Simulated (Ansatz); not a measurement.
**MgZn2S3: from a guess to a relaxed structure**

Aim: relax a trial structure of MgZn2S3 and see where it ends.

Method: DFT PBE, scalar-relativistic, plane waves, PAW, in Ansatz 0.2.0.

### 1 Starting point

It takes space group P3m1 (No. 156, trigonal). The conventional cell has a = 3.808 Å, b = 3.808 Å, c = 9.328 Å, α = 90.00°, β = 90.00°, γ = 120.00°. Mg (site symmetry 3m) has 4 S at 2.33 Å as nearest neighbours. Zn (site symmetry 3m) is surrounded by 4 S at 2.33 Å. S (site symmetry 3m) is surrounded by 3 Mg at 2.33 Å and 1 Zn at 2.33 Å. S (site symmetry 3m) has 4 Zn at 2.33 Å as nearest neighbours. S (site symmetry 3m) has 3 Zn at 2.33 Å and 1 Mg at 2.33 Å as nearest neighbours.

Structure file:

```
CELL_PARAMETERS angstrom
3.80802 0.00000 0.00000
-1.90401 3.29784 0.00000
0.00000 0.00000 9.32771
ATOMIC_POSITIONS crystal
Mg 0.00000 0.00000 0.00000
Zn 0.66667 0.33333 0.33333
Zn 0.33333 0.66667 0.66667
S 0.66667 0.33333 0.08333
S 0.33333 0.66667 0.41667
S 0.00000 0.00000 0.75000
```

The start is an ordering of an alloy on its end members' structure types: elements ordered on the sites of the ZnS type, Zn/Mg on Zn (P3m1, No. 156).

### 2 The guess as it stands, on a coarse mesh

File input.yaml:

```yaml
crystal:
  lattice:
    - [3.80802307, 0.0, 0.0]
    - [-1.90401153, 3.29784471, 0.0]
    - [0.0, 0.0, 9.32771344]
  atoms:
    - { symbol: Mg, position: [0.0, 0.0, 0.0] }
    - { symbol: Zn, position: [0.66666667, 0.33333333, 0.33333333] }
    - { symbol: Zn, position: [0.33333333, 0.66666667, 0.66666667] }
    - { symbol: S, position: [0.66666667, 0.33333333, 0.08333333] }
    - { symbol: S, position: [0.33333333, 0.66666667, 0.41666667] }
    - { symbol: S, position: [0.0, 0.0, 0.75] }
basis:
  ecutwfc: 420
kpoints:
  mp_grid: { grid: [6, 6, 2] }
hamiltonian:
  xc: pbe
scf:
  occupations: { method: gaussian, width: 0.1 }
  lower_state_search: "off"
output:
  forces: true
  stress: true
  eigenvalues: true
```

The run is started by

```
$ ansatz run input.yaml --threads 1 --pin off --max-ram 2560MiB --backend cpu --events-out ev --progress --plain --runs-dir out
```

Further runs follow: rough relaxation on the coarse mesh; final relaxation.

Before running it: what results should come out? Wanted: conventional cell; volume; energy over the elements; gap on the mesh.

As calculated:

| quantity | value |
| --- | --- |
| symmetry at the end (tolerance 0.02 Å) | space group P3m1 (No. 156) |
| conventional cell | a = 3.906 Å, b = 3.906 Å, c = 9.590 Å, α = 90.00°, β = 90.00°, γ = 120.00° |
| volume | 21.12 Å³/atom |
| energy over the elements | -1.01 eV/atom |
| gap on the mesh | 2.23 eV |

In words: The space group P3m1 (No. 156) is kept, and the volume per atom grows by 8.2 % from the first guess. A negative formation energy is needed for stability but isn't enough; other structures and compounds were not set against it here. No finished test with a distortion of lower symmetry is shown, so the end may be a saddle point.
